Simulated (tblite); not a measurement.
# C5H7FN2: the cost of one run

Computed with tblite 0.8.0 (tight binding) and PySCF 2.14.0 (DFT, with response routines of our own); each step states its level. Atoms count from 0 throughout.

## Step 1: The molecule as given

15 atoms, charge 0, multiplicity 1; geometry from: MMFF94s geometry. This is the first candidate.

Bonds of the start (Å): C0–H10 1.09, C0–H8 1.09, C0–H9 1.09, C0–N1 1.47, C2–C3 1.50, C2–H11 1.10, C3–C4 1.52, C3–H12 1.09, C3–H13 1.11, C4–C6 1.48, C4–F5 1.37, C4–H14 1.09, C6–N7 1.16, N1–C2 1.28.

## Step 2: GFN2-xTB relaxation, isomer A, conformer 1

The job: settings as JSON, then the geometry in Å.

```
{"job": {"xc": "GFN2-xTB", "basis": "xTB", "kind": "relax"}, "charge": 0, "multiplicity": 1}
C      2.308900     0.919900    -0.388800
N      0.990300     0.531300     0.128300
C      0.566400    -0.593400    -0.322000
C     -0.766600    -1.139400     0.109900
C     -1.658300    -0.116800     0.793400
F     -2.708400    -0.792900     1.351900
C     -2.204400     0.846800    -0.191000
N     -2.631000     1.586600    -0.969800
H      2.368200     2.012100    -0.398800
H      2.467900     0.573300    -1.408200
H      3.094800     0.542100     0.256900
H      1.136400    -1.216600    -1.025900
H     -1.264300    -1.586200    -0.746100
H     -0.557600    -1.975700     0.804000
H     -1.146600     0.417000     1.600200
```

Launch:

```
> OMP_NUM_THREADS=1 python ens_run.py task.json out
```

One launch serves the whole session.

Q: Estimate the wall time of this first job on 1 thread of AMD EPYC, shared host.

About 2 s.
